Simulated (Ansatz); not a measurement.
**YbI2: how the settings move a single-point run**

Question: which choices in the input matter for YbI2?

Method: reference: DFT, PBEsol+U, PAW with Ansatz's default frozen-core files, scalar-relativistic, in Ansatz 0.2.0.

**1. The starting structure**

It takes space group P-3m1 (No. 164, trigonal). Conventional cell: a = 4.496 Å, b = 4.496 Å, c = 7.697 Å, α = 90.00°, β = 90.00°, γ = 120.00°. Yb (site symmetry -3m) has 6 I at 3.15 Å in its first shell of neighbours. I (site symmetry 3m) has 3 Yb at 3.15 Å in its first shell of neighbours.

Structure file:

```
Yb I
1.0
     4.49570    0.00000    0.00000
    -2.24785    3.89339    0.00000
     0.00000    0.00000    7.69703
Yb I
1 2
Direct
  0.00000 0.00000 0.00000
  0.33333 0.66667 0.76912
  0.66667 0.33333 0.23088
```

**2. Reference**

input.yaml reads:

```yaml
crystal:
  lattice:
    - [4.4956981404, 0.0, 0.0]
    - [-2.2478490702, 3.8933887973, 0.0]
    - [0.0, 0.0, 7.697032]
  atoms:
    - { symbol: Yb, position: [0.0, 0.0, 0.0], spin: 1.0 }
    - { symbol: I, position: [0.3333333333, 0.6666666667, 0.769119] }
    - { symbol: I, position: [0.6666666667, 0.3333333333, 0.230881] }
magnetization:
  spin_polarized: true
kpoints:
  mp_grid: { grid: [6, 6, 3] }
scf:
  occupations: { method: fermi_dirac, width: 0.05 }
hamiltonian:
  xc: pbesol
  pseudopotentials: { kind: paw }
  hubbard: { sites: [{ species: Yb, l: f, u_eff: 3 }] }
output:
  forces: true
  stress: true
  eigenvalues: true
  hubbard: { sites: [{ species: Yb, l: f }] }
  populations: true
  dos: { projected: true, de: 0.1, e_range: [-10, 8] }
  write_density: true
  write_potential: true
  elf: true
  volumetric_format: npy
```

Launch:

```
ansatz run input.yaml --threads 2 --pin off --max-ram 6144MiB --backend cpu --events-out ev --progress --plain --runs-dir out
```

**3. Variant: mp_grid.grid [4, 4, 2]**

input.yaml, as its differences from that of step 2:

```diff
@@ -12,3 +12,3 @@
 kpoints:
-  mp_grid: { grid: [6, 6, 3] }
+  mp_grid: { grid: [4, 4, 2] }
 scf:
@@ -23,8 +23,2 @@
   eigenvalues: true
-  hubbard: { sites: [{ species: Yb, l: f }] }
   populations: true
-  dos: { projected: true, de: 0.1, e_range: [-10, 8] }
-  write_density: true
-  write_potential: true
-  elf: true
-  volumetric_format: npy
```

Q: Predict the outcome of this session. Wanted: for each run, ending; energy change; pressure; gap; force.

As calculated:

```tsv
run	ending	energy change	pressure (GPa)	gap (eV)	force (eV/Å)	cycles	time
reference	converged	0	-1.0	2.06	0.15	25	56 s
1: mp_grid.grid [4, 4, 2]	converged	+3.0 meV/atom	-0.9	2.06	0.15	22	29 s
```

Times don't compare one to one where runs were asked for different outputs or read a saved state (see the inputs); cycles may leave out searches for a lower state.

Residual by cycle in the longest SCF loop of each run; runs are numbered as in the table. The quantity is the density residual dr2, in eV.

```tsv
cycle	reference	run 1
1	0.347	0.35
2	0.212	0.182
4	0.724	0.0688
5	0.0198	0.00442
7	0.00968	0.00109
8	0.00729	2.5e-5
10	2.4e-4	0.162
11	0.00105	0.201
13	0.373	0.0273
14	0.091	8.8e-4
16	7.2e-4	-
17	2.6e-4	-
```

What this shows: Changing the k-point mesh moves the energy by +3.0 meV/atom. The energy is not variational in the mesh, so the sign tells nothing. The gap of the reference lacks spin-orbit coupling, though the cell holds I and Yb.
